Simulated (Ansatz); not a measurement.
Born–Oppenheimer molecular dynamics of a periodic cell of 32 atoms, Ba6Ti6CO19 (surface BaTiO3(110), adsorbate CO, incident energy 1.5 eV, 20° from the normal). It starts from an unrelaxed structure (largest force component 5.05 eV/Å).

These are results of DFT r2SCAN, scalar-relativistic, plane waves, PAW (Ansatz 0.2.0), not measurements. Settings: accuracy low, PAW set soft_1, cutoff 500 eV, k mesh 2x1x1, fermi-dirac smearing 0.05 eV, no spin polarisation.

```yaml
ensemble: NVE (velocity Verlet)
time_step: 1.5 fs
steps_asked: 60
starting_velocities: zero, but for any typed in the input
atoms_held: 1, 2, 3, 4, 5, 16, 17, 18, 19, 20
seed: 40640
```

Frames 1.5 fs apart, positions in Å, forces in eV/Å.

Velocities at 45.0 fs (Å/ps):

```
Ba 0.00 0.00 0.00
Ti 0.00 0.00 0.00
O 0.00 0.00 0.00
O 0.00 0.00 0.00
O 0.00 0.00 0.00
Ba 0.00 0.00 1.67
Ti 0.01 0.00 -3.61
O -1.50 0.01 6.02
O 1.53 0.00 5.90
O 0.00 -0.02 0.07
Ba 0.02 0.04 5.60
Ti -0.46 -0.01 -2.75
O 4.50 -0.31 -1.96
O -3.52 0.00 0.49
O -0.07 -0.07 12.32
Ba 0.00 0.00 0.00
Ti 0.00 0.00 0.00
O 0.00 0.00 0.00
O 0.00 0.00 0.00
O 0.00 0.00 0.00
Ba 0.00 0.00 1.67
Ti 0.01 0.00 -3.57
O -1.47 -0.02 5.92
O 1.47 -0.01 6.00
O 0.00 0.02 0.07
Ba 0.03 -0.05 5.58
Ti 0.02 0.01 -2.47
O 4.30 -0.03 0.45
O -4.46 0.01 0.45
O -0.10 0.04 12.27
C 11.51 1.13 -28.18
O 10.80 -0.37 -28.43
```

```xyz
32
Lattice="5.6672 0.0000 0.0000 0.0000 8.0146 0.0000 0.0000 0.0000 22.0840" Properties=species:S:1:pos:R:3:forces:R:3 time_fs=45.0 energy_less_start_eV=-0.862 T=832
Ba 2.834 2.004 1.000 0.00 0.00 1.00
Ti 0.000 0.000 1.000 0.00 0.00 7.70
O 1.417 0.000 2.417 -1.79 0.00 -4.42
O 4.250 0.000 2.417 1.79 0.00 -4.43
O 0.000 2.004 1.000 0.00 0.00 -2.39
Ba 0.000 2.004 3.910 0.00 0.01 -1.05
Ti 2.833 0.000 4.029 0.01 0.00 0.10
O 4.394 0.000 5.108 -3.68 0.00 -1.15
O 1.274 0.000 5.107 3.69 0.00 -1.15
O 2.833 2.003 3.305 0.00 0.00 2.94
Ba 2.834 2.004 6.813 0.05 0.05 0.72
Ti -0.005 0.000 6.885 -0.17 -0.02 0.20
O 1.681 -0.005 7.841 -4.22 -0.03 -1.26
O 4.001 0.000 7.878 4.28 0.00 -0.99
O -0.001 2.003 6.220 0.00 0.01 3.67
Ba 2.834 6.011 1.000 0.00 0.00 1.00
Ti 0.000 4.007 1.000 0.00 0.00 7.70
O 1.417 4.007 2.417 -1.79 0.00 -4.43
O 4.250 4.007 2.417 1.79 0.00 -4.43
O 0.000 6.011 1.000 0.00 0.00 -2.39
Ba 0.000 6.011 3.910 0.00 -0.01 -1.05
Ti 2.834 4.007 4.030 0.00 0.00 0.12
O 4.394 4.007 5.108 -3.66 0.00 -1.15
O 1.274 4.007 5.108 3.66 0.00 -1.14
O 2.833 6.011 3.305 0.00 0.00 2.94
Ba 2.834 6.011 6.813 0.06 -0.06 0.70
Ti 0.000 4.007 6.888 0.01 0.01 0.29
O 1.671 4.007 7.874 -4.12 -0.01 -0.95
O 3.996 4.007 7.873 4.08 0.00 -0.94
O -0.001 6.011 6.220 -0.01 -0.02 3.66
C 1.851 0.193 10.447 -0.02 0.08 3.52
O 1.837 0.174 11.604 0.04 -0.01 -2.95
32
Lattice="5.6672 0.0000 0.0000 0.0000 8.0146 0.0000 0.0000 0.0000 22.0840" Properties=species:S:1:pos:R:3:forces:R:3 time_fs=46.5 energy_less_start_eV=-0.993 T=877
Ba 2.834 2.004 1.000 0.00 0.00 0.99
Ti 0.000 0.000 1.000 0.00 0.00 7.64
O 1.417 0.000 2.417 -1.77 0.00 -4.37
O 4.250 0.000 2.417 1.78 0.00 -4.37
O 0.000 2.004 1.000 0.00 0.00 -2.38
Ba 0.000 2.004 3.912 0.00 0.01 -0.89
Ti 2.833 0.000 4.024 0.01 0.00 0.26
O 4.389 0.000 5.117 -3.61 0.00 -1.25
O 1.279 0.000 5.115 3.62 0.00 -1.24
O 2.833 2.003 3.307 0.00 0.00 2.90
Ba 2.834 2.004 6.821 0.05 0.05 0.66
Ti -0.006 0.000 6.881 -0.21 -0.02 0.33
O 1.685 -0.005 7.838 -4.25 -0.04 -1.25
O 3.999 0.000 7.878 4.32 0.00 -0.96
O -0.001 2.003 6.241 0.00 0.02 3.37
Ba 2.834 6.011 1.000 0.00 0.00 0.99
Ti 0.000 4.007 1.000 0.00 0.00 7.64
O 1.417 4.007 2.417 -1.77 0.00 -4.38
O 4.250 4.007 2.417 1.77 0.00 -4.38
O 0.000 6.011 1.000 0.00 0.00 -2.38
Ba 0.000 6.011 3.912 0.00 -0.01 -0.89
Ti 2.834 4.007 4.024 0.00 0.00 0.29
O 4.389 4.007 5.116 -3.59 0.00 -1.25
O 1.278 4.007 5.116 3.59 0.00 -1.24
O 2.833 6.011 3.307 0.00 0.00 2.90
Ba 2.834 6.011 6.821 0.06 -0.07 0.64
Ti 0.000 4.007 6.885 0.02 0.01 0.42
O 1.674 4.007 7.874 -4.13 -0.01 -0.91
O 3.992 4.007 7.873 4.09 0.00 -0.90
O -0.001 6.011 6.240 -0.01 -0.03 3.37
C 1.869 0.194 10.408 -0.01 0.10 3.01
O 1.853 0.174 11.560 0.03 -0.02 -2.40
32
Lattice="5.6672 0.0000 0.0000 0.0000 8.0146 0.0000 0.0000 0.0000 22.0840" Properties=species:S:1:pos:R:3:forces:R:3 time_fs=48.0 energy_less_start_eV=-1.343 T=999
Ba 2.834 2.004 1.000 0.00 0.00 1.02
Ti 0.000 0.000 1.000 0.00 0.00 7.58
O 1.417 0.000 2.417 -1.76 0.00 -4.34
O 4.250 0.000 2.417 1.77 0.00 -4.35
O 0.000 2.004 1.000 0.00 0.00 -2.36
Ba 0.000 2.004 3.914 0.00 0.01 -0.69
Ti 2.833 0.000 4.019 0.01 0.00 0.41
O 4.380 0.000 5.123 -3.45 0.00 -1.33
O 1.288 0.000 5.122 3.46 0.00 -1.31
O 2.833 2.003 3.313 0.00 0.00 2.80
Ba 2.834 2.004 6.830 0.06 0.05 0.62
Ti -0.007 0.000 6.877 -0.25 -0.02 0.49
O 1.683 -0.006 7.832 -4.22 -0.04 -1.21
O 4.002 0.000 7.877 4.31 0.00 -0.92
O -0.001 2.003 6.266 0.00 0.03 2.99
Ba 2.834 6.011 1.000 0.00 0.00 1.02
Ti 0.000 4.007 1.000 0.00 0.00 7.59
O 1.417 4.007 2.417 -1.77 0.00 -4.35
O 4.250 4.007 2.417 1.77 0.00 -4.35
O 0.000 6.011 1.000 0.00 0.00 -2.36
Ba 0.000 6.011 3.914 0.00 -0.01 -0.69
Ti 2.834 4.007 4.019 0.00 0.00 0.44
O 4.379 4.007 5.122 -3.43 0.00 -1.31
O 1.288 4.007 5.123 3.43 0.00 -1.30
O 2.833 6.011 3.313 0.00 0.00 2.80
Ba 2.834 6.010 6.830 0.07 -0.07 0.60
Ti 0.000 4.007 6.881 0.02 0.01 0.57
O 1.672 4.007 7.873 -4.09 -0.01 -0.86
O 3.994 4.007 7.872 4.05 0.00 -0.85
O -0.002 6.011 6.266 -0.01 -0.03 2.99
C 1.886 0.196 10.374 0.02 0.14 1.52
O 1.869 0.173 11.512 0.01 -0.05 -0.88
32
Lattice="5.6672 0.0000 0.0000 0.0000 8.0146 0.0000 0.0000 0.0000 22.0840" Properties=species:S:1:pos:R:3:forces:R:3 time_fs=49.5 energy_less_start_eV=-1.846 T=1175
Ba 2.834 2.004 1.000 0.00 0.00 1.08
Ti 0.000 0.000 1.000 0.00 0.00 7.54
O 1.417 0.000 2.417 -1.77 0.00 -4.33
O 4.250 0.000 2.417 1.78 0.00 -4.34
O 0.000 2.004 1.000 0.00 0.00 -2.34
Ba 0.000 2.004 3.917 0.00 0.01 -0.47
Ti 2.833 0.000 4.014 0.01 0.00 0.55
O 4.365 0.000 5.128 -3.22 0.00 -1.36
O 1.303 0.000 5.127 3.22 0.00 -1.34
O 2.833 2.003 3.323 0.00 0.00 2.64
Ba 2.834 2.004 6.839 0.07 0.05 0.61
Ti -0.008 0.000 6.873 -0.31 -0.02 0.67
O 1.675 -0.006 7.825 -4.13 -0.05 -1.15
O 4.012 0.000 7.875 4.26 0.00 -0.88
O -0.002 2.003 6.296 0.00 0.03 2.54
Ba 2.834 6.011 1.000 0.00 0.00 1.08
Ti 0.000 4.007 1.000 -0.01 0.00 7.55
O 1.417 4.007 2.417 -1.78 0.00 -4.34
O 4.250 4.007 2.417 1.78 0.00 -4.34
O 0.000 6.011 1.000 0.00 0.00 -2.34
Ba 0.000 6.011 3.917 0.00 0.00 -0.47
Ti 2.834 4.007 4.014 0.00 0.00 0.58
O 4.365 4.007 5.127 -3.20 0.00 -1.34
O 1.302 4.007 5.128 3.19 0.00 -1.33
O 2.833 6.011 3.323 0.00 0.00 2.64
Ba 2.834 6.010 6.838 0.08 -0.07 0.59
Ti 0.000 4.007 6.878 0.01 0.01 0.74
O 1.665 4.007 7.870 -4.01 -0.01 -0.81
O 4.001 4.008 7.870 3.97 0.01 -0.80
O -0.002 6.011 6.295 -0.01 -0.04 2.53
C 1.903 0.199 10.343 0.07 0.20 -0.66
O 1.885 0.173 11.463 -0.03 -0.10 1.31
32
Lattice="5.6672 0.0000 0.0000 0.0000 8.0146 0.0000 0.0000 0.0000 22.0840" Properties=species:S:1:pos:R:3:forces:R:3 time_fs=51.0 energy_less_start_eV=-2.456 T=1389
Ba 2.834 2.004 1.000 0.00 0.00 1.16
Ti 0.000 0.000 1.000 0.00 0.00 7.51
O 1.417 0.000 2.417 -1.79 0.00 -4.34
O 4.250 0.000 2.417 1.80 0.00 -4.36
O 0.000 2.004 1.000 0.00 0.00 -2.32
Ba 0.000 2.004 3.919 0.00 0.00 -0.24
Ti 2.833 0.000 4.009 0.02 0.00 0.67
O 4.347 0.000 5.131 -2.90 0.00 -1.36
O 1.322 0.000 5.129 2.90 0.00 -1.33
O 2.833 2.003 3.337 0.00 0.01 2.43
Ba 2.834 2.004 6.847 0.07 0.05 0.62
Ti -0.009 0.000 6.870 -0.37 -0.02 0.87
O 1.662 -0.007 7.816 -3.97 -0.06 -1.05
O 4.027 0.000 7.871 4.13 0.00 -0.82
O -0.002 2.003 6.329 0.00 0.03 2.03
Ba 2.834 6.011 1.000 0.00 0.00 1.16
Ti 0.000 4.007 1.000 -0.01 0.00 7.52
O 1.417 4.007 2.417 -1.79 0.00 -4.35
O 4.250 4.007 2.417 1.80 0.00 -4.36
O 0.000 6.011 1.000 0.00 0.00 -2.32
Ba 0.000 6.011 3.919 0.00 0.00 -0.24
Ti 2.834 4.007 4.010 0.00 0.00 0.69
O 4.346 4.007 5.130 -2.88 0.00 -1.33
O 1.321 4.007 5.131 2.88 0.00 -1.32
O 2.833 6.011 3.337 0.00 -0.01 2.43
Ba 2.834 6.010 6.847 0.09 -0.07 0.60
Ti 0.000 4.007 6.875 0.01 0.01 0.93
O 1.652 4.007 7.867 -3.88 -0.02 -0.76
O 4.013 4.008 7.867 3.85 0.01 -0.75
O -0.002 6.011 6.328 -0.01 -0.04 2.03
C 1.921 0.201 10.311 0.13 0.27 -2.73
O 1.902 0.172 11.415 -0.08 -0.17 3.36
32
Lattice="5.6672 0.0000 0.0000 0.0000 8.0146 0.0000 0.0000 0.0000 22.0840" Properties=species:S:1:pos:R:3:forces:R:3 time_fs=52.5 energy_less_start_eV=-3.163 T=1637
Ba 2.834 2.004 1.000 0.00 0.00 1.27
Ti 0.000 0.000 1.000 0.00 0.00 7.50
O 1.417 0.000 2.417 -1.82 0.00 -4.38
O 4.250 0.000 2.417 1.83 0.00 -4.39
O 0.000 2.004 1.000 0.00 0.00 -2.31
Ba 0.000 2.004 3.921 0.00 0.00 -0.02
Ti 2.833 0.000 4.004 0.02 0.00 0.74
O 4.324 0.000 5.132 -2.50 0.00 -1.32
O 1.344 0.000 5.130 2.50 0.00 -1.28
O 2.833 2.003 3.353 0.00 0.01 2.17
Ba 2.834 2.004 6.856 0.08 0.06 0.64
Ti -0.010 0.000 6.867 -0.42 -0.01 1.02
O 1.643 -0.008 7.806 -3.70 -0.07 -0.93
O 4.048 0.000 7.866 3.88 0.00 -0.73
O -0.002 2.003 6.365 -0.01 0.03 1.50
Ba 2.834 6.011 1.000 0.00 0.00 1.27
Ti 0.000 4.007 1.000 -0.01 0.00 7.50
O 1.417 4.007 2.417 -1.82 0.00 -4.39
O 4.250 4.007 2.417 1.82 0.00 -4.39
O 0.000 6.011 1.000 0.00 0.00 -2.31
Ba 0.000 6.011 3.921 0.00 0.00 -0.02
Ti 2.834 4.007 4.005 0.00 0.00 0.76
O 4.324 4.007 5.130 -2.48 0.00 -1.27
O 1.343 4.007 5.132 2.48 0.00 -1.26
O 2.833 6.011 3.353 0.00 -0.01 2.17
Ba 2.834 6.010 6.856 0.10 -0.07 0.62
Ti 0.000 4.007 6.873 0.02 0.01 1.11
O 1.634 4.007 7.862 -3.69 -0.02 -0.69
O 4.031 4.008 7.862 3.66 0.01 -0.68
O -0.002 6.011 6.364 -0.01 -0.03 1.50
C 1.938 0.204 10.274 0.18 0.32 -3.55
O 1.918 0.171 11.373 -0.11 -0.21 4.17
32
Lattice="5.6672 0.0000 0.0000 0.0000 8.0146 0.0000 0.0000 0.0000 22.0840" Properties=species:S:1:pos:R:3:forces:R:3 time_fs=54.0 energy_less_start_eV=-3.933 T=1905
Ba 2.834 2.004 1.000 0.00 0.00 1.39
Ti 0.000 0.000 1.000 0.00 0.00 7.48
O 1.417 0.000 2.417 -1.86 0.00 -4.43
O 4.250 0.000 2.417 1.87 0.00 -4.44
O 0.000 2.004 1.000 0.00 0.00 -2.29
Ba 0.000 2.004 3.923 0.00 0.00 0.18
Ti 2.833 0.000 4.000 0.03 0.00 0.76
O 4.298 0.000 5.131 -2.01 0.00 -1.20
O 1.370 0.000 5.130 2.01 0.00 -1.17
O 2.833 2.003 3.373 0.00 0.01 1.87
Ba 2.834 2.004 6.865 0.08 0.07 0.66
Ti -0.011 0.000 6.864 -0.44 -0.01 1.10
O 1.620 -0.009 7.795 -3.30 -0.09 -0.77
O 4.074 0.000 7.860 3.47 0.00 -0.59
O -0.002 2.003 6.403 -0.01 0.02 0.96
Ba 2.834 6.011 1.000 0.00 0.00 1.38
Ti 0.000 4.007 1.000 -0.01 0.00 7.48
O 1.417 4.007 2.417 -1.86 0.00 -4.43
O 4.250 4.007 2.417 1.86 0.00 -4.44
O 0.000 6.011 1.000 0.00 0.00 -2.29
Ba 0.000 6.011 3.923 0.00 0.00 0.18
Ti 2.834 4.007 4.001 0.00 0.00 0.77
O 4.298 4.007 5.130 -2.00 0.00 -1.15
O 1.369 4.007 5.131 2.00 0.00 -1.14
O 2.833 6.011 3.373 0.00 -0.01 1.87
Ba 2.834 6.010 6.865 0.10 -0.08 0.64
Ti 0.000 4.007 6.871 0.02 0.00 1.25
O 1.611 4.007 7.857 -3.38 -0.02 -0.60
O 4.054 4.008 7.857 3.37 0.01 -0.59
O -0.002 6.011 6.402 -0.02 -0.03 0.95
C 1.956 0.208 10.230 0.21 0.32 -2.58
O 1.934 0.170 11.335 -0.12 -0.21 3.19
```

Of the whole run (90 fs, mean temperature of the second half 1635 K): The conserved energy stayed within 1.2 meV per atom of its start (net change -0.18 meV per atom), so the integration is sound. A run of 0.09 ps of so small a system gives no equilibrium averages. Limits of this set-up: coarse k mesh, slab without dipole correction, no dispersion correction for a molecule that may bind weakly, low accuracy level.

Time of the run: 35 min on 4 threads of AMD EPYC 7R43 64-Core Processor (Zen 3) (shared host), peak memory 3.3 GiB.
